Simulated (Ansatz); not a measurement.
Write a Python script for the Python package of Ansatz (0.2.0) that makes energies of removing a hydrogen of C3H4O2, SMILES CC(=O)C=O. Use (for the species named): CAM-B3LYP, 6-31G* basis, multiplicity 1.

Input file `c3h4o2.xyz`:
```text
9

C    -0.00900   -1.00210   -0.64320
C     0.45640   -0.03330    0.40110
O     1.39070   -0.26040    1.10710
C    -0.19610    1.28910    0.57620
O    -1.23480    1.55640   -0.12570
H    -1.08800   -1.22560   -0.42840
H     0.58460   -1.85900   -0.67420
H     0.03560   -0.45510   -1.63940
H     0.14910    1.94370    1.40920
```

The script, `c3h4o2.py`:
```python
"""Cost of removing each kind of hydrogen from C3H4O2, fragments frozen."""

import ansatz as az


def energy(molecule, charge=0, unpaired=0):
    calc = (
        molecule.calculation()
        .basis(gaussian="6-31G*")
        .functional("cam_b3lyp")
    )
    if charge:
        calc = calc.charge(charge)
    if unpaired:
        calc = calc.spin("collinear", total=unpaired)
    report = calc.run(threads=1).report
    if report["published_state_doubts"]:
        print("  doubts:", report["published_state_doubts"])
    return report["free_energy_ev"]

def without(molecule, index):
    rest = az.Crystal.molecule()
    for i, site in enumerate(molecule.cartesian_sites):
        if i != index:
            rest = rest.atom(site.symbol, site.position_ang)
    return rest

geometry = az.Crystal.molecule_from_extxyz("c3h4o2.xyz")

whole = energy(geometry, 0)
hydrogen = energy(az.Crystal.molecule().atom("H", (0, 0, 0)), 0, 1)
print(f"E(molecule) = {whole:.5f} eV, E(H) = {hydrogen:.5f} eV")
for index in [7, 8]:
    radical = energy(without(geometry, index), 0, 1)
    print(f"H{index}: homolysis {23.060548 * (radical + hydrogen - whole):.1f} kcal/mol")
```

`python c3h4o2.py` gives:
```text
E(molecule) = -7265.81763 eV, E(H) = -13.51936 eV
H7: homolysis 112.4 kcal/mol
H8: homolysis 102.6 kcal/mol
```

Total energies depend on the basis set; only differences at equal settings carry meaning. The geometry is a force-field or estimated start, not a minimum of this method, and the basis set is short of its limit. All parts are taken at fixed geometry, without zero-point energy. It ran for 14 s on 1 thread of Arm Neoverse V2 (shared host), peak memory 0.27 GiB.

(Lines on the test bed's own set-up are left out of the output.)
